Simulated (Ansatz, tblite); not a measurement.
# The cluster Ru₂F₆: one state, many levels

How do method and basis change the picture of the cluster Ru₂F₆ (singlet)?

Program: Ansatz 0.2.0, Gaussian basis. Level of theory: as each input shows. These are calculated values, not measurements.

Plan: GFN1-xTB, GFN2-xTB, PBE-D4/def2-TZVP, r2SCAN-D4/def2-TZVP, revPBE-D4/def2-TZVP, B97M-V/def2-TZVP, LDA/def2-TZVP, PBE-D4/def2-SVP, PBE0-D4/def2-SVP, CCSD(T)/def2-SVP, MP2/def2-TZVP.

6 further runs of the same task are left out: 1 that didn't finish, 5 set aside as unsound or not needed. Runs told in other sessions of the task aren't counted.

## (1) The relaxed structure

The singlet was relaxed beforehand with PBE0-D4/def2-SVP. At that level it is the lowest of the isomers that a small search found.

8 atoms, charge 0, spin multiplicity 1.

Bond lengths: Ru1–F3 1.826 Å, Ru1–F4 2.049 Å, Ru1–F5 2.049 Å, Ru1–F7 1.826 Å, Ru2–F4 2.049 Å, Ru2–F5 2.049 Å, Ru2–F6 1.826 Å, Ru2–F8 1.826 Å. Angles: F3–Ru1–F4 93.6°, F3–Ru1–F5 176.2°, F3–Ru1–F7 88.9°, F4–Ru1–F5 83.7°, F4–Ru1–F7 176.2°, F5–Ru1–F7 93.6°, F4–Ru2–F5 83.7°, F4–Ru2–F6 93.6°, F4–Ru2–F8 176.2°, F5–Ru2–F6 176.2°, F5–Ru2–F8 93.6°, F6–Ru2–F8 88.9°, Ru1–F4–Ru2 60.0°, Ru1–F5–Ru2 60.0°.

Ru takes a core potential in the def2 sets. No spin-orbit coupling is included.

PBE0-D4/def2-TZVP was run before; its log isn't repeated, and its numbers join the tables.

## (2) GFN1-xTB

Tight binding, by tblite at 300 K electronic temperature and without a spin-polarisation term:

```python
tblite.interface.Calculator('GFN1-xTB', numbers, positions, charge=0, uhf=0).singlepoint()
```

Energy -1019.3901 eV, HOMO -13.65 eV, LUMO -13.07 eV; 0.005 s.

## (3) GFN2-xTB

Tight binding, by tblite at 300 K electronic temperature and without a spin-polarisation term:

```python
tblite.interface.Calculator('GFN2-xTB', numbers, positions, charge=0, uhf=0).singlepoint()
```

Energy -946.3487 eV, HOMO -13.86 eV, LUMO -13.45 eV; 0.007 s.

## (4) PBE-D4/def2-TZVP

start.molden holds the orbitals of an earlier run on this state, given as this run's starting guess.

Contents of in.yaml:

```yaml
crystal:
  periodic: [false, false, false]
  atoms:
    - {symbol: Ru, position_ang: [-0.226201, -0.106873, -1.008651]}
    - {symbol: Ru, position_ang: [0.465693, 0.308177, 0.876451]}
    - {symbol: F, position_ang: [-1.977897, 0.163845, -1.445859]}
    - {symbol: F, position_ang: [0.063616, 1.837050, -0.427721]}
    - {symbol: F, position_ang: [1.769859, -0.295922, -0.584565]}
    - {symbol: F, position_ang: [-0.653412, 0.958307, 2.164040]}
    - {symbol: F, position_ang: [-0.383411, -1.829809, -1.591514]}
    - {symbol: F, position_ang: [0.941753, -1.034786, 2.017809]}
basis:
  gaussian: {orbitals: def2-TZVP, initial_orbitals: start.molden}
hamiltonian: {xc: pbe, dispersion: d4}
scf: {omitted_lower_state_checks: [starts]}
output: {forces: true, orbitals: {seedname: orbitals}}
```

On the command line:

```sh
ansatz run in.yaml --threads 4 --pin off --events-out ev --progress --plain --max-ram 4787MiB
```

Further steps of the session: r2SCAN-D4/def2-TZVP; revPBE-D4/def2-TZVP; B97M-V/def2-TZVP; LDA/def2-TZVP; PBE-D4/def2-SVP; PBE0-D4/def2-SVP; CCSD(T)/def2-SVP; MP2/def2-TZVP.

Q: Predict the results of all the runs planned. Wanted: gap in def2-TZVP, named functionals, smallest and largest; correlation energy, CCSD(T)/def2-SVP; correlation energy, MP2/def2-TZVP; binding an atom, functionals in def2-TZVP; PBE0 total energy, smallest basis above largest.

**Answer**, as computed:

| quantity | value |
| --- | --- |
| gap in def2-TZVP, named functionals, smallest and largest | 0.33 eV (LDA), 2.74 eV (PBE0-D4) |
| correlation energy, CCSD(T)/def2-SVP | -59.70 eV |
| correlation energy, MP2/def2-TZVP | -70.43 eV |
| binding an atom, functionals in def2-TZVP | 3.15 (PBE0-D4) to 4.65 eV (LDA) |
| PBE0 total energy, smallest basis above largest | 21.46 eV (def2-SVP, def2-TZVP) |

What this shows: Over the named functionals in def2-TZVP the gap runs from 0.33 eV (LDA) to 2.74 eV (PBE0-D4); exact exchange widens it. Notes on CCSD(T)/def2-SVP: state flagged by the program.
